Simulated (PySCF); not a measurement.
# The bond of KSr+, level by level

The task here is to estimate one member of a computed series from the others.

The runs use PySCF 2.14.0; K def2-SVPD, Sr def2-SVPD with ECP28, scalar-relativistic core potentials.

The first run:

Settings of the job:

```
atoms                         : K, Sr
charge                        : 1
basis                         : K def2-SVPD, Sr def2-SVPD with ECP28
Hamiltonian                   : scalar-relativistic core potentials
basis functions               : 53
electrons treated             : 28
masses in u                   : 38.9637, 87.9056
levels                        : PBE0, PBE, r²SCAN, LDA, BHandHLYP, B97-3, HSE06, HF, MP2, SCS-MP2, CCSD, CCSD(T)
grid                          : 80 radial by 434 angular points
occupations                   : held fixed by the projection of orbital angular momentum
dissociation limit            : K+ + Sr, each in its ground configuration
starting distance in angstrom : 3.755
values of 2S to try           : 0, 2
```

Started as:

```sh
OMP_NUM_THREADS=1 python dia.py task.json out
```

Steps of the session up to this table: The job; The PBE0 curve of the state that the search chose; Higher solutions at PBE0; PBE (GGA); r²SCAN (meta-GGA); LDA (local density); BHandHLYP (global hybrid GGA); B97-3; HSE06; RHF (mean field); Adding correlation.

One of the session's tables, all rows but one given; the rest of the session is left out.

It belongs to the step «The curves together». Energy (eV) from each level's lowest point:

```
R (Å)    RHF  RHF-MP2  RHF-SCS-MP2  RHF-CCSD  RHF-CCSD(T)
3.688  0.273    0.162        0.175       n/a          n/a
3.860  0.153    0.076        0.084     0.083        0.082
4.032  0.075    0.026        0.031     0.030        0.029
4.160  0.037    0.007        0.009     0.009        0.009
4.289  0.014    0.000        0.000     0.000        0.000
4.418  0.002    0.002        0.000     0.001        0.001
4.589  0.000    0.014        0.011     0.012        0.013
4.804      ?        ?            ?         ?            ?
5.061  0.045    0.082        0.075     0.080        0.082
5.404  0.098    0.144        0.134       n/a          n/a
```

Q: Estimate the row for R (Å) = 4.804 from the others.

Worked estimate for «RHF». A straight line through the neighbours (4.589, 0.000) and (5.061, 0.045) gives 0.000 + (0.045 − 0.000) × (4.804 − 4.589) / (5.061 − 4.589) = 0.020; a parabola fitted to 4 rows on both sides gives 0.016.

As computed: RHF: 0.014; RHF-MP2: 0.041; RHF-SCS-MP2: 0.035; RHF-CCSD: 0.038; RHF-CCSD(T): 0.040. In «RHF» the line misses by +0.006 and the parabola by +0.002.
